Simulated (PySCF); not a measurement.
**A gas-phase reaction: ClFGeH2 + Br2 → BrClFGeH + BrH**

Wanted: the reaction energy for `[F][GeH2][Cl]` + `BrBr` → `[F][GeH]([Cl])[Br]` + `Br`.

Programs: PySCF 2.14.0. All values are calculated, for the isolated system unless a continuum is named. Atoms count from 0, parts from 1.

## Step 1: Starting point

Each species was relaxed by itself at PBE0-D3(BJ)/def2-SVPD.

## Step 2: Energies of the species: wB97M-D3(BJ)/def2-TZVPD

Job settings and geometry (Å):

```
{"job": {"kind": "react", "xc": "wB97M-D3(BJ)", "basis": "def2-TZVPD"}, "charge": 0, "multiplicity": 1}
-1 ClFGeH2 charge 0 multiplicity 1
F      0.298410    -1.209380    -1.094570
Ge    -0.113260    -0.025670     0.122370
Cl     1.147440     1.680800    -0.244780
H      0.259200    -0.634560     1.472410
H     -1.566420     0.374580    -0.123050

-1 Br2 charge 0 multiplicity 1
Br     1.150560    -0.002110     0.009260
Br    -1.150830     0.004440     0.009020

+1 BrClFGeH charge 0 multiplicity 1
F     -0.102490    -1.245390    -1.141890
Ge    -0.024650    -0.068640     0.134210
Cl    -1.512620     1.402560    -0.312710
Br     2.048040     0.863930     0.047110
H     -0.313550    -0.767600     1.456960

+1 BrH charge 0 multiplicity 1
Br     0.715040    -0.001680    -0.000580
H     -0.708690     0.004980    -0.000860
```

Level: wB97M-D3(BJ)/def2-TZVPD reaction energy of separated species, gas phase.

Started as:

```
$ OMP_NUM_THREADS=1 python cluster_run.py task.json out
```

One launch serves the whole session: the jobs run in the order shown.

**Question.** The jobs that follow are: PBE0-D3(BJ)/def2-TZVPD reaction energy of separated species, gas phase. Predict: reaction energy (wB97M-D3(BJ)/def2-TZVPD); ΔH, ΔG at 298 K (xTB thermal terms). Thermal terms come from harmonic xTB runs on each species.

**Answer**, as computed:

```
                                                quantity                      value
               reaction energy (wB97M-D3(BJ)/def2-TZVPD)            -40.08 kcal/mol
                     ΔH, ΔG at 298 K (xTB thermal terms)      -40.4, -40.3 kcal/mol
range of the reaction energy over the runs of this table  -40.22 to -40.08 kcal/mol
```

In words: The reaction is exothermic by 40.4 kcal/mol in the gas phase; dispersion gives -0.41, and xTB itself gave -27.76 for the electronic energy (xTB energies and thermal terms come from the earlier relaxation of each species, not shown). No barrier was sought. xTB and this level differ widely in the electronic energy, so what comes from xTB (the thermal terms above all) is less safe here. The reaction energy runs from -40.22 (PBE0-D3(BJ)/def2-TZVPD) to -40.08 kcal/mol (wB97M-D3(BJ)/def2-TZVPD).
